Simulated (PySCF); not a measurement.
**ReH6: other functionals and bases at one geometry**

Aim: see how levels, charges and forces of ReH6 depend on the level of theory. It is a constructed species; whether it can be made isn't addressed.

The runs use PySCF 2.14.0; several levels, as the steps say, no spin–orbit coupling.

1 further run of the same task is left out (for a known fault of the program).

## Step 1: Where the work starts

7 atoms, charge 0, spin multiplicity 2.

Bond lengths: Re1–H2 1.656 Å, Re1–H3 1.656 Å, Re1–H4 1.656 Å, Re1–H5 1.666 Å, Re1–H6 1.666 Å, Re1–H7 1.666 Å. Angles: H2–Re1–H3 65.0°, H2–Re1–H4 65.0°, H2–Re1–H5 72.2°, H2–Re1–H6 124.5°, H2–Re1–H7 124.5°, H3–Re1–H4 65.0°, H3–Re1–H5 124.5°, H3–Re1–H6 72.2°, H3–Re1–H7 124.5°, H4–Re1–H5 124.5°, H4–Re1–H6 124.5°, H4–Re1–H7 72.2°, H5–Re1–H6 108.3°, H5–Re1–H7 108.3°, H6–Re1–H7 108.3°.

As a file:

```xyz
7
charge 0, multiplicity 2
Re    0.0000    0.0000   -0.1447
H     1.0283    0.0000    1.1540
H    -0.5141    0.8905    1.1540
H    -0.5142   -0.8905    1.1540
H     1.5596    0.0000   -0.7307
H    -0.7798    1.3507   -0.7307
H    -0.7798   -1.3506   -0.7307
```

Formal oxidation states: Re +6. An earlier session relaxed this geometry at PBE, Re def2-SVP with ECP60, H def2-SVP (doublet, point group C3v).

At PBE on the finer grid: E = -81.775334 Eh, HOMO -4.47 eV, LUMO -4.23 eV (over both spins), ⟨S²⟩ = 0.752, Mulliken charge on Re1 +0.34 e, largest force component 0.006 eV/Å. 

Levels to run: TPSSh; CAM-B3LYP; HF; BLYP; PBE, TZVP; PBE, x2c-SVP. Hardware: 2 threads of Arm Neoverse V2, shared host.

## Step 2: TPSSh

Input file run.py (the lines that set the calculation):

```python
mol = gto.M(atom='''
Re     0.00000     0.00000    -0.14470
H      1.02832    -0.00001     1.15396
H     -0.51415     0.89055     1.15396
H     -0.51417    -0.89054     1.15396
H      1.55959    -0.00002    -0.73071
H     -0.77978     1.35066    -0.73071
H     -0.77981    -1.35064    -0.73071''',
    basis={'Re': 'def2-SVP', 'H': 'def2-SVP'},
    ecp={'Re': 'def2-SVP'},
    charge=0, spin=1)
mf = dft.UKS(mol, xc='TPSSH')
mf.grids.atom_grid = (75, 302)
mf = mf.density_fit()  # fitting sets: Re def2-universal-JKFIT, H def2-universal-JKFIT
mf.conv_tol = 1e-08; mf.max_cycle = 55
mf.kernel(dm0)  # dm0: the density of the relaxed state
```

Command:

```console
$ OMP_NUM_THREADS=2 python run.py
```

Log:

```text
init E= -81.7356001615811
  HOMO = -0.180300207123  LUMO = -0.12708124009  gap/eV = 1.44816
cycle= 1 E= -81.7323934180464  delta_E= 0.00321  |g|= 0.102  |ddm|= 0.184
  HOMO = -0.212449714412  LUMO = -0.157998234693  gap/eV = 1.48170
cycle= 2 E= -81.6903574287727  delta_E= 0.042  |g|= 0.303  |ddm|= 0.354
  HOMO = -0.187050651219  LUMO = -0.132783723464  gap/eV = 1.47668
cycle= 3 E= -81.7377556210914  delta_E= -0.0474  |g|= 0.00305  |ddm|= 0.265
  HOMO = -0.187339773641  LUMO = -0.132702979967  gap/eV = 1.48674
cycle= 4 E= -81.7377583500493  delta_E= -2.73e-06  |g|= 0.00282  |ddm|= 0.00623
  HOMO = -0.187419029206  LUMO = -0.132760080733  gap/eV = 1.48735
cycle= 5 E= -81.7377630750952  delta_E= -4.73e-06  |g|= 0.000391  |ddm|= 0.00299
  HOMO = -0.187450060652  LUMO = -0.132728385972  gap/eV = 1.48905
cycle= 6 E= -81.737763498177  delta_E= -4.23e-07  |g|= 0.000156  |ddm|= 0.0015
  HOMO = -0.187463622223  LUMO = -0.132714110604  gap/eV = 1.48981
cycle= 7 E= -81.7377635987823  delta_E= -1.01e-07  |g|= 6.02e-05  |ddm|= 0.000902
  HOMO = -0.187460688361  LUMO = -0.132706318286  gap/eV = 1.48994
cycle= 8 E= -81.7377636081744  delta_E= -9.39e-09  |g|= 1.68e-05  |ddm|= 0.000324
  HOMO = -0.187465489502  LUMO = -0.132710734933  gap/eV = 1.48995
Extra cycle  E= -81.7377636072795  delta_E= 8.95e-10  |g|= 4.59e-05  |ddm|= 5.87e-05
converged SCF energy = -81.7377636072795  <S^2> = 0.75298866  2S+1 = 2.0029864
```

It took 6.3 s on 2 threads of Arm Neoverse V2, shared host.

It gives: E = -81.737764 Eh, HOMO -5.10 eV, LUMO -3.91 eV (over both spins), ⟨S²⟩ = 0.753, Mulliken charge on Re1 +0.58 e, largest force component 0.294 eV/Å. 

## Step 3: CAM-B3LYP

run.py (the lines that set the calculation), as its differences from that of step 2:

```diff
@@ -11,3 +11,3 @@
     charge=0, spin=1)
-mf = dft.UKS(mol, xc='TPSSH')
+mf = dft.UKS(mol, xc='CAMB3LYP')
 mf.grids.atom_grid = (75, 302)
```

Command:

```console
$ OMP_NUM_THREADS=2 python run.py
```

Log:

```text
init E= -81.6600935321026
  HOMO = -0.245842448072  LUMO = -0.0740024577435  gap/eV = 4.67600
cycle= 1 E= -81.662908231477  delta_E= -0.00281  |g|= 0.0607  |ddm|= 0.153
  HOMO = -0.268554255728  LUMO = -0.0945554053664  gap/eV = 4.73475
cycle= 2 E= -81.6596077051152  delta_E= 0.0033  |g|= 0.102  |ddm|= 0.147
  HOMO = -0.254839727214  LUMO = -0.0808603715949  gap/eV = 4.73422
cycle= 3 E= -81.6647747601234  delta_E= -0.00517  |g|= 0.00677  |ddm|= 0.0966
  HOMO = -0.256256615899  LUMO = -0.0814945926758  gap/eV = 4.75552
cycle= 4 E= -81.6648164891321  delta_E= -4.17e-05  |g|= 0.00221  |ddm|= 0.0132
  HOMO = -0.256429403879  LUMO = -0.0816238679951  gap/eV = 4.75670
cycle= 5 E= -81.6648203827914  delta_E= -3.89e-06  |g|= 0.000464  |ddm|= 0.00327
  HOMO = -0.256471563315  LUMO = -0.0816025343115  gap/eV = 4.75843
cycle= 6 E= -81.6648212278523  delta_E= -8.45e-07  |g|= 0.000192  |ddm|= 0.00219
  HOMO = -0.256476173554  LUMO = -0.0815758088502  gap/eV = 4.75928
cycle= 7 E= -81.6648214415688  delta_E= -2.14e-07  |g|= 9.15e-05  |ddm|= 0.00106
  HOMO = -0.256479725305  LUMO = -0.0815662307458  gap/eV = 4.75964
cycle= 8 E= -81.6648214898133  delta_E= -4.82e-08  |g|= 3.01e-05  |ddm|= 0.000626
  HOMO = -0.2564801035  LUMO = -0.0815621246484  gap/eV = 4.75976
cycle= 9 E= -81.6648214949322  delta_E= -5.12e-09  |g|= 7.22e-06  |ddm|= 0.000219
  HOMO = -0.256478904276  LUMO = -0.0815602187034  gap/eV = 4.75978
Extra cycle  E= -81.6648214950749  delta_E= -1.43e-10  |g|= 6.29e-06  |ddm|= 2.04e-05
converged SCF energy = -81.6648214950749  <S^2> = 0.75265384  2S+1 = 2.0026521
```

Run time: 4.2 s. Hardware: 2 threads of Arm Neoverse V2, shared host.

Read off: E = -81.664821 Eh, HOMO -6.98 eV, LUMO -2.42 eV (over both spins), ⟨S²⟩ = 0.753, Mulliken charge on Re1 +0.57 e, largest force component 0.651 eV/Å. 

## Step 4: HF

run.py (the lines that set the calculation), as its differences from that of step 3:

```diff
@@ -11,4 +11,3 @@
     charge=0, spin=1)
-mf = dft.UKS(mol, xc='CAMB3LYP')
-mf.grids.atom_grid = (75, 302)
+mf = scf.UHF(mol)
 mf = mf.density_fit()  # fitting sets: Re def2-universal-JKFIT, H def2-universal-JKFIT
```

Command:

```console
$ OMP_NUM_THREADS=2 python run.py
```

Log:

```text
init E= -80.7582608800755
  HOMO = -0.285117260815  LUMO = 0.0168562713575  gap/eV = 8.21712
cycle= 1 E= -80.7822131511084  delta_E= -0.024  |g|= 0.123  |ddm|= 0.406
  HOMO = -0.33526849899  LUMO = -0.0202684326285  gap/eV = 8.57159
cycle= 2 E= -80.7849931860331  delta_E= -0.00278  |g|= 0.107  |ddm|= 0.227
  HOMO = -0.313163944918  LUMO = 0.00377259289093  gap/eV = 8.62428
cycle= 3 E= -80.7910748675202  delta_E= -0.00608  |g|= 0.0199  |ddm|= 0.115
  HOMO = -0.318962644565  LUMO = 0.00303791484919  gap/eV = 8.76208
cycle= 4 E= -80.7917426840239  delta_E= -0.000668  |g|= 0.00638  |ddm|= 0.0504
  HOMO = -0.319883848489  LUMO = 0.00304738058261  gap/eV = 8.78741
cycle= 5 E= -80.7918759476832  delta_E= -0.000133  |g|= 0.00419  |ddm|= 0.0212
  HOMO = -0.319971772734  LUMO = 0.00340845808281  gap/eV = 8.79962
cycle= 6 E= -80.7919351280521  delta_E= -5.92e-05  |g|= 0.00331  |ddm|= 0.0121
  HOMO = -0.319450852849  LUMO = 0.00428638076754  gap/eV = 8.80934
cycle= 7 E= -80.792027805672  delta_E= -9.27e-05  |g|= 0.00228  |ddm|= 0.0237
  HOMO = -0.318786000411  LUMO = 0.00538732004796  gap/eV = 8.82121
cycle= 8 E= -80.7920973924698  delta_E= -6.96e-05  |g|= 0.000849  |ddm|= 0.0354
  HOMO = -0.318576820735  LUMO = 0.00582796126444  gap/eV = 8.82750
cycle= 9 E= -80.7921034745339  delta_E= -6.08e-06  |g|= 0.000341  |ddm|= 0.0105
  HOMO = -0.318580016828  LUMO = 0.00587863692457  gap/eV = 8.82897
cycle= 10 E= -80.7921041034791  delta_E= -6.29e-07  |g|= 0.000231  |ddm|= 0.00193
  HOMO = -0.318553495363  LUMO = 0.00590733951688  gap/eV = 8.82903
cycle= 11 E= -80.7921044451096  delta_E= -3.42e-07  |g|= 0.000154  |ddm|= 0.00131
  HOMO = -0.318552802315  LUMO = 0.00593160738538  gap/eV = 8.82967
cycle= 12 E= -80.7921046721093  delta_E= -2.27e-07  |g|= 4.12e-05  |ddm|= 0.00189
  HOMO = -0.318550973319  LUMO = 0.00592048380568  gap/eV = 8.82932
cycle= 13 E= -80.7921046829556  delta_E= -1.08e-08  |g|= 1.24e-05  |ddm|= 0.000399
  HOMO = -0.318551775278  LUMO = 0.00592015021613  gap/eV = 8.82933
cycle= 14 E= -80.792104683374  delta_E= -4.18e-10  |g|= 5.18e-06  |ddm|= 5.11e-05
  HOMO = -0.318551781161  LUMO = 0.00591968627201  gap/eV = 8.82932
Extra cycle  E= -80.7921046834331  delta_E= -5.91e-11  |g|= 3.35e-06  |ddm|= 1.03e-05
converged SCF energy = -80.7921046834331  <S^2> = 0.78026279  2S+1 = 2.0300372
```

Wall time 0.7 s (2 threads of Arm Neoverse V2, shared host).

Result: E = -80.792105 Eh, HOMO -8.67 eV, LUMO -0.41 eV (over both spins), ⟨S²⟩ = 0.780, Mulliken charge on Re1 +0.94 e, largest force component 1.411 eV/Å. 

## Step 5: BLYP

run.py (the lines that set the calculation), as its differences from that of step 4:

```diff
@@ -11,3 +11,4 @@
     charge=0, spin=1)
-mf = scf.UHF(mol)
+mf = dft.UKS(mol, xc='BLYP')
+mf.grids.atom_grid = (75, 302)
 mf = mf.density_fit()  # fitting sets: Re def2-universal-JKFIT, H def2-universal-JKFIT
```

Command:

```console
$ OMP_NUM_THREADS=2 python run.py
```

Log:

```text
init E= -81.7137297796603
  HOMO = -0.155414499888  LUMO = -0.142571400651  gap/eV = 0.34948
cycle= 1 E= -81.7131175914882  delta_E= 0.000612  |g|= 0.0491  |ddm|= 0.125
  HOMO = -0.171342191261  LUMO = -0.157824712887  gap/eV = 0.36783
cycle= 2 E= -81.6955079373124  delta_E= 0.0176  |g|= 0.189  |ddm|= 0.209
  HOMO = -0.158564335044  LUMO = -0.145680077151  gap/eV = 0.35060
cycle= 3 E= -81.7144709607049  delta_E= -0.019  |g|= 0.0049  |ddm|= 0.162
  HOMO = -0.158521332664  LUMO = -0.145539100282  gap/eV = 0.35326
cycle= 4 E= -81.7144818941364  delta_E= -1.09e-05  |g|= 0.00253  |ddm|= 0.00604
  HOMO = -0.158456346178  LUMO = -0.145530598465  gap/eV = 0.35173
cycle= 5 E= -81.7144856927676  delta_E= -3.8e-06  |g|= 0.000108  |ddm|= 0.0026
  HOMO = -0.158438829885  LUMO = -0.145512964147  gap/eV = 0.35173
cycle= 6 E= -81.7144857017864  delta_E= -9.02e-09  |g|= 2.46e-05  |ddm|= 0.000195
  HOMO = -0.15844386243  LUMO = -0.145517001713  gap/eV = 0.35176
Extra cycle  E= -81.7144857005908  delta_E= 1.2e-09  |g|= 5.54e-05  |ddm|= 0.000104
converged SCF energy = -81.7144857005908  <S^2> = 0.75144319  2S+1 = 2.0014427
```

Run time: 3.1 s. Hardware: 2 threads of Arm Neoverse V2, shared host.

It gives: E = -81.714486 Eh, HOMO -4.31 eV, LUMO -4.13 eV (over both spins), ⟨S²⟩ = 0.751, Mulliken charge on Re1 +0.42 e, largest force component 0.148 eV/Å. 

## Step 6: PBE, TZVP

Basis: Re def2-TZVP with ECP60, H def2-TZVP. 

run.py (the lines that set the calculation), as its differences from that of step 5:

```diff
@@ -8,6 +8,6 @@
 H     -0.77981    -1.35064    -0.73071''',
-    basis={'Re': 'def2-SVP', 'H': 'def2-SVP'},
-    ecp={'Re': 'def2-SVP'},
+    basis={'Re': 'def2-TZVP', 'H': 'def2-TZVP'},
+    ecp={'Re': 'def2-TZVP'},
     charge=0, spin=1)
-mf = dft.UKS(mol, xc='BLYP')
+mf = dft.UKS(mol, xc='PBE')
 mf.grids.atom_grid = (75, 302)
@@ -15,2 +15,2 @@
 mf.conv_tol = 1e-08; mf.max_cycle = 55
-mf.kernel(dm0)  # dm0: the density of the relaxed state
+mf.kernel(dm0)  # dm0: free metal ions and neutral atoms
```

Command:

```console
$ OMP_NUM_THREADS=2 python run.py
```

Log:

```text
init E= -81.2233905970294
  HOMO = -0.19299685088  LUMO = -0.179991644505  gap/eV = 0.35389
cycle= 1 E= -81.6531454795033  delta_E= -0.43  |g|= 0.505  |ddm|= 1.59
  HOMO = -0.0433334410095  LUMO = -0.0340845684859  gap/eV = 0.25167
cycle= 2 E= -80.7553298223434  delta_E= 0.898  |g|=  1.3  |ddm|= 1.56
  HOMO = -0.166140756044  LUMO = -0.155863022736  gap/eV = 0.27967
cycle= 3 E= -81.7860333823204  delta_E= -1.03  |g|= 0.155  |ddm|= 1.33
  HOMO = -0.16009773556  LUMO = -0.141734118866  gap/eV = 0.49970
cycle= 4 E= -81.790704281297  delta_E= -0.00467  |g|= 0.128  |ddm|= 0.323
  HOMO = -0.165151405514  LUMO = -0.148666784939  gap/eV = 0.44857
cycle= 5 E= -81.7997945632697  delta_E= -0.00909  |g|= 0.011  |ddm|= 0.13
  HOMO = -0.166165795815  LUMO = -0.148953512438  gap/eV = 0.46837
cycle= 6 E= -81.7998545175767  delta_E= -6e-05  |g|= 0.00472  |ddm|= 0.0143
  HOMO = -0.166085447967  LUMO = -0.14888597704  gap/eV = 0.46802
cycle= 7 E= -81.7998666090482  delta_E= -1.21e-05  |g|= 0.0026  |ddm|= 0.0102
  HOMO = -0.165889781372  LUMO = -0.148730700079  gap/eV = 0.46692
cycle= 8 E= -81.7998710522928  delta_E= -4.44e-06  |g|= 0.000437  |ddm|= 0.00453
  HOMO = -0.165912863008  LUMO = -0.14872157066  gap/eV = 0.46780
cycle= 9 E= -81.7998714437105  delta_E= -3.91e-07  |g|= 0.000185  |ddm|= 0.00358
  HOMO = -0.165915826429  LUMO = -0.148718898037  gap/eV = 0.46795
cycle= 10 E= -81.799871490118  delta_E= -4.64e-08  |g|= 0.000117  |ddm|= 0.00148
  HOMO = -0.165914241028  LUMO = -0.148715699368  gap/eV = 0.46800
cycle= 11 E= -81.7998715009198  delta_E= -1.08e-08  |g|= 4e-05  |ddm|= 0.000344
  HOMO = -0.165914728958  LUMO = -0.148714804269  gap/eV = 0.46803
cycle= 12 E= -81.7998715022262  delta_E= -1.31e-09  |g|= 1.17e-05  |ddm|= 9.38e-05
  HOMO = -0.165914827257  LUMO = -0.148714319661  gap/eV = 0.46805
Extra cycle  E= -81.7998715022122  delta_E= 1.39e-11  |g|= 1.13e-05  |ddm|= 5.38e-05
converged SCF energy = -81.7998715022122  <S^2> = 0.75228212  2S+1 = 2.0022808
```

Wall time 6.3 s (2 threads of Arm Neoverse V2, shared host).

Read off: E = -81.799872 Eh, HOMO -4.51 eV, LUMO -4.28 eV (over both spins), ⟨S²⟩ = 0.752, Mulliken charge on Re1 -0.35 e, largest force component 0.202 eV/Å. 

## Step 7: PBE, x2c-SVP

Basis: Re x2c-SVPall, H x2c-SVPall. All electrons are treated, with the spin-free X2C Hamiltonian.

Input file run.py (the lines that set the calculation):

```python
mol = gto.M(atom='''
Re     0.00000     0.00000    -0.14470
H      1.02832    -0.00001     1.15396
H     -0.51415     0.89055     1.15396
H     -0.51417    -0.89054     1.15396
H      1.55959    -0.00002    -0.73071
H     -0.77978     1.35066    -0.73071
H     -0.77981    -1.35064    -0.73071''',
    basis={'Re': 'x2c-SVPall', 'H': 'x2c-SVPall'},
    nucmod='G',
    charge=0, spin=1)
mf = dft.UKS(mol, xc='PBE')
mf.grids.atom_grid = (99, 590)
mf = mf.density_fit()  # fitting sets: Re AutoAux, H AutoAux
mf = mf.sfx2c1e()
mf.conv_tol = 1e-08; mf.max_cycle = 55
mf.kernel(dm0)  # dm0: free metal ions and neutral atoms
```

Command:

```console
$ OMP_NUM_THREADS=2 python run.py
```

Log:

```text
init E= -16696.3220243669
  HOMO = -0.193904586864  LUMO = -0.182261239998  gap/eV = 0.31683
cycle= 1 E= -16696.1809430957  delta_E= 0.141  |g|= 0.471  |ddm|= 2.18
  HOMO = -0.055268028731  LUMO = -0.0464148671676  gap/eV = 0.24091
cycle= 2 E= -16695.3486536303  delta_E= 0.832  |g|= 1.24  |ddm|= 1.96
  HOMO = -0.168445833612  LUMO = -0.15904531771  gap/eV = 0.25580
cycle= 3 E= -16696.3023404964  delta_E= -0.954  |g|= 0.163  |ddm|= 1.61
  HOMO = -0.165077892319  LUMO = -0.149036544069  gap/eV = 0.43651
cycle= 4 E= -16696.3092372066  delta_E= -0.0069  |g|= 0.102  |ddm|= 0.301
  HOMO = -0.170610817526  LUMO = -0.156165369581  gap/eV = 0.39308
cycle= 5 E= -16696.3146733387  delta_E= -0.00544  |g|= 0.0291  |ddm|= 0.152
  HOMO = -0.170236525024  LUMO = -0.15466237643  gap/eV = 0.42379
cycle= 6 E= -16696.3151426167  delta_E= -0.000469  |g|= 0.00577  |ddm|= 0.0427
  HOMO = -0.170168711298  LUMO = -0.154569968671  gap/eV = 0.42446
cycle= 7 E= -16696.3151597906  delta_E= -1.72e-05  |g|= 0.0021  |ddm|= 0.0096
  HOMO = -0.170006097792  LUMO = -0.154489295741  gap/eV = 0.42223
cycle= 8 E= -16696.315162154  delta_E= -2.36e-06  |g|= 0.000576  |ddm|= 0.00318
  HOMO = -0.170011198461  LUMO = -0.154503172796  gap/eV = 0.42199
cycle= 9 E= -16696.3151624462  delta_E= -2.92e-07  |g|= 0.000342  |ddm|= 0.00479
  HOMO = -0.170012236559  LUMO = -0.15449161309  gap/eV = 0.42234
cycle= 10 E= -16696.3151625457  delta_E= -9.95e-08  |g|= 9.72e-05  |ddm|= 0.000778
  HOMO = -0.17001042234  LUMO = -0.154490296397  gap/eV = 0.42232
cycle= 11 E= -16696.3151625534  delta_E= -7.69e-09  |g|= 3.03e-05  |ddm|= 0.000262
  HOMO = -0.170010975346  LUMO = -0.154490931525  gap/eV = 0.42232
Extra cycle  E= -16696.3151625527  delta_E= 6.15e-10  |g|= 3.62e-05  |ddm|= 0.000233
converged SCF energy = -16696.3151625527  <S^2> = 0.75163859  2S+1 = 2.0016379
```

It took 27 s on 2 threads of Arm Neoverse V2, shared host.

Result: E = -16696.315163 Eh, HOMO -4.63 eV, LUMO -4.41 eV (over both spins), ⟨S²⟩ = 0.752, Mulliken charge on Re1 -0.65 e, largest force component 0.458 eV/Å. 

## Step 8: Results

| level | state | HOMO (eV) | gap (eV) | charge on Re1 (e) | dipole (D) | largest force (eV/Å) | basis functions | time |
| --- | --- | --- | --- | --- | --- | --- | --- | --- |
| PBE (relaxed here) | doublet | -4.47 | 0.24 | 0.34 | 0.01 | 0.01 | 62 | 9.3 s |
| TPSSh | doublet | -5.10 | 1.20 | 0.58 | 0.13 | 0.29 | 62 | 6.3 s |
| CAM-B3LYP | doublet | -6.98 | 4.56 | 0.57 | 0.09 | 0.65 | 62 | 4.2 s |
| HF | doublet | -8.67 | 8.26 | 0.94 | 0.15 | 1.41 | 62 | 0.7 s |
| BLYP | doublet | -4.31 | 0.18 | 0.42 | 0.06 | 0.15 | 62 | 3.1 s |
| PBE, TZVP | doublet | -4.51 | 0.24 | -0.35 | 0.04 | 0.20 | 76 | 6.3 s |
| PBE, x2c-SVP | doublet | -4.63 | 0.21 | -0.65 | 0.06 | 0.46 | 96 | 27 s |

Times are on 2 threads of Arm Neoverse V2, shared host; the first row also made further properties.

In one basis the HOMO–LUMO gap runs from 0.18 eV (BLYP) to 8.26 eV (HF). The largest leftover force, 1.41 eV/Å with HF, stands at a geometry relaxed at another level. The Mulliken charge on Re spans -0.65 to +0.94 e over the levels. Total energies of different levels can't be compared. Spin–orbit coupling is left out throughout.
